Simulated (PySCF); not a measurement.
**CuNBr: quartet, from a bent start**

Where does quartet CuNBr go from a bent start, is the end point a minimum, and what are its modes, charges and moments?

Method: PBE0, basis Cu def2-TZVP, N def2-TZVP, Br def2-TZVP, no relativity, density fitting; program: PySCF 2.14.0.

## 1. The starting structure

3 atoms, charge 0, spin multiplicity 4.

Bond lengths: Cu1–N2 1.750 Å, Cu1–Br3 2.260 Å. Angles: N2–Cu1–Br3 110.0°.

Coordinates in bohr (charge 0 multiplicity 4):
```
Cu    0.0000    0.0000    0.0000
N    -2.7089    0.0000    1.8969
Br    3.4984    0.0000    2.4497
```

## 2. First SCF at the start

The steps below are one call of a driver around PySCF. For each, scf.py gives the equivalent set-up of the SCF; relaxations use the driver's own optimiser. After this first run the driver tries any further starts and a stability analysis.

Contents of scf.py:

```python
from pyscf import gto, scf, dft
mol = gto.M(atom='''
Cu     0.000000     0.000000     0.000000
N     -1.433500     0.000000     1.003800
Br     1.851300     0.000000     1.296300''',
    basis={'Cu': 'def2-TZVP', 'N': 'def2-TZVP', 'Br': 'def2-TZVP'},
    charge=0, spin=3)
mf = dft.UKS(mol, xc='PBE0')
mf.grids.atom_grid = (50, 194)
aux = {'Cu': 'def2-universal-JKFIT', 'N': 'def2-universal-JKFIT', 'Br': 'def2-universal-JKFIT'}
mf = mf.density_fit(auxbasis=aux)
mf.conv_tol = 1e-08
mf.diis_space = 10
mf.max_cycle = 60
mf.init_guess = 'minao'
mf.verbose = 4
mf.kernel()
```

The run is started by

```sh
OMP_NUM_THREADS=4 python axn.py task.json out
```

Further steps of the session: Bent start, quartet: relaxation; Frequencies.

Q: Predict the outcome of this session. Wanted: minimum; geometry; wavenumbers; dipole moment; highest occupied, lowest empty level; polar-tensor charge of Cu1; zero-point energy; atomisation energy; ⟨S²⟩.

The runs gave:

```
                                          quantity                                        value
                                           minimum                                 quartet, C∞v
                                          geometry  Cu–Br 2.232 Å, Cu–N 1.762 Å; Br–Cu–N 180.0°
                                wavenumbers (cm⁻¹)                   35 (π), 285 (σ+), 583 (σ+)
                                     dipole moment                                       3.45 D
highest occupied, lowest empty level (either spin)                              -7.74, -5.28 eV
                        polar-tensor charge of Cu1                                      +0.38 e
                                 zero-point energy                                   5.6 kJ/mol
                               entropy at 298.15 K                              314.4 J/(mol K)
         atomisation energy (no zero-point energy)                                   425 kJ/mol
                                              ⟨S²⟩                                        3.761
```

In words: From Cs at the start the molecule goes to a C∞v minimum. In the infrared the band at 583 cm⁻¹ (σ+, stretch) leads. Most of the spin sits on N2 (Mulliken spin 2.52, against 3 for the whole molecule). Other starts or spin states, not run here, may lie lower. One determinant may miss the lowest occupation of an open d or f shell.
